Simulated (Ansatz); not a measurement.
Input of an Ansatz 0.2.0 run:

Contents of input.yaml:

```yaml
crystal:
  lattice:
    - [1.5170411163, 0.8758640969, 4.933893193]
    - [-1.5170411163, 0.8758640969, 4.933893193]
    - [0.0, -1.7517281937, 4.933893193]
  atoms:
    - { symbol: W, position: [0.0, 0.0, 0.0] }
    - { symbol: V, position: [0.5, 0.5, 0.5], spin: 2.0 }
    - { symbol: C, position: [0.246494, 0.246494, 0.246494] }
    - { symbol: C, position: [0.753506, 0.753506, 0.753506] }
hamiltonian:
  xc: pbe
  pseudopotentials: { kind: paw }
magnetization:
  spin_polarized: true
kpoints:
  mp_grid: { grid: [10, 10, 10] }
scf:
  occupations: { method: fermi_dirac, width: 0.05 }
output:
  forces: true
  stress: true
  eigenvalues: true
```

Potentials or basis: Ansatz PAW.

Run with:

```sh
$ ansatz run input.yaml --threads 2 --pin off --max-ram 5120MiB --backend cpu --events-out ev --progress --plain --runs-dir out
```

(1) Estimate the pressure.

(2) Predict the net moment.

Answers

(1) -2.0 GPa.

(2) 0.00 μB per cell.

Caveat: the pressure holds a Pulay correction of +0.4 GPa for the finite cutoff; the starting moments weren't kept.
